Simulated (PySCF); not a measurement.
# Changing the system itself: WF2 (quintet)

One physical setting of the base script is moved in each run, with the edits that it forces.

The runs use PySCF 2.14.0; method and basis as typed in the scripts.

5 further runs of the same task are left out: 1 for a known fault of the program, 4 that didn't finish.

## 1. The system as given

WF2 (quintet): 3 atoms, charge 0, spin multiplicity 5.

Bond lengths: W1–F2 1.882 Å, W1–F3 1.882 Å. Angles: F2–W1–F3 140.8°.

## 2. Base script

Contents of input.py:

```python
from pyscf import gto, scf, mp

mol = gto.M(
    atom='W -0.0607 -0.0894 0; F 0.2937 0.4328 1.7728; F 0.2937 0.4328 -1.7728',
    basis='lanl2dz',
    ecp={'W': 'lanl2dz'},
    charge=0,
    spin=4,
    verbose=4,
)
mf = scf.UHF(mol)
mf = mf.newton()
mf.kernel()
mp.MP2(mf, frozen=2).kernel()
mf.dip_moment()
print('orbital energies (hartree):', [e[max(0, n-3):n+3].round(4) for e, n in zip(mf.mo_energy, mol.nelec)])
```

Launch:

```bash
$ OMP_NUM_THREADS=1 python input.py
```

The log of this run is left out.

In short: E(SCF) = -266.072423 Eh, 6 macro-iterations, E(MP2) − E(SCF) = -0.33161 Eh, ⟨S²⟩ = 6.012, μ = 1.69 D (of the SCF density).

No search for the lowest state was made; open d or f shells can end in a higher solution. The quintet is typed in the script; nothing here shows that it is the ground state.

## 3. Singlet

Variant 1 changes spin (2S): 4 → 0.

Contents of input.py:

```python
from pyscf import gto, scf, mp

mol = gto.M(
    atom='W -0.0607 -0.0894 0; F 0.2937 0.4328 1.7728; F 0.2937 0.4328 -1.7728',
    basis='lanl2dz',
    ecp={'W': 'lanl2dz'},
    charge=0,
    spin=0,
    verbose=4,
)
mf = scf.UHF(mol)
mf = mf.newton()
mf.kernel()
mp.MP2(mf, frozen=2).kernel()
mf.dip_moment()
print('orbital energies (hartree):', [e[max(0, n-3):n+3].round(4) for e, n in zip(mf.mo_energy, mol.nelec)])
```

Launch:

```bash
$ OMP_NUM_THREADS=1 python input.py
```

## 4. Coordinates × 1.5

Variant 2 changes geometry: coordinates × 1 → coordinates × 1.5.

Changes to input.py since step 2:

```diff
@@ -3,3 +3,3 @@
 mol = gto.M(
-    atom='W -0.0607 -0.0894 0; F 0.2937 0.4328 1.7728; F 0.2937 0.4328 -1.7728',
+    atom='W -0.091 -0.1341 0; F 0.4405 0.6492 2.6592; F 0.4405 0.6492 -2.6592',
     basis='lanl2dz',
```

## 5. Septet

Variant 3 changes spin (2S): 4 → 6.

Changes to input.py since step 2:

```diff
@@ -7,3 +7,3 @@
     charge=0,
-    spin=4,
+    spin=6,
     verbose=4,
```

## 6. Lengths in bohr

Variant 4 changes length unit: angstrom → bohr.

Changes to input.py since step 2:

```diff
@@ -8,2 +8,3 @@
     spin=4,
+    unit='bohr',
     verbose=4,
```

**Question.** What will these runs give? Wanted: for each run, E(SCF); from base; gap, α spin; SCF dipole; after the SCF.

**Answer**, as computed:

```csv
run,E(SCF) (hartree),from base (eV),cycles,"gap, α spin (eV)",SCF dipole (D),after the SCF
base,-266.072423,0,6 macro,10.37,1.69,"MP2 correlation -9.023 eV, core frozen"
singlet,-266.022936,+1.3466,7 macro,10.78,1.96,"MP2 correlation -9.612 eV, core frozen"
coordinates × 1.5,-265.868074,+5.5606,7 macro,6.96,4.01,"MP2 correlation -8.302 eV, core frozen"
septet,-265.712055,+9.8061,7 macro,4.07,0.19,"MP2 correlation -8.532 eV, core frozen"
lengths in bohr (poor choice),-260.466100,not comparable,6 macro,4.88,2.65,"MP2 correlation -6.815 eV, core frozen"
```

What this shows: The largest comparable shift of the SCF energy, +9.806 eV, comes with the run “septet”. The singlet solution found lies 1.35 eV above the base quintet at this geometry and level. The septet solution found lies 9.81 eV above the base quintet at this geometry and level. With coordinates × 1.5 the frontier gap moves by over 1.5 eV, which can mean another electronic state rather than the bond length alone. Rows marked «poor choice» come from settings spoiled on purpose.
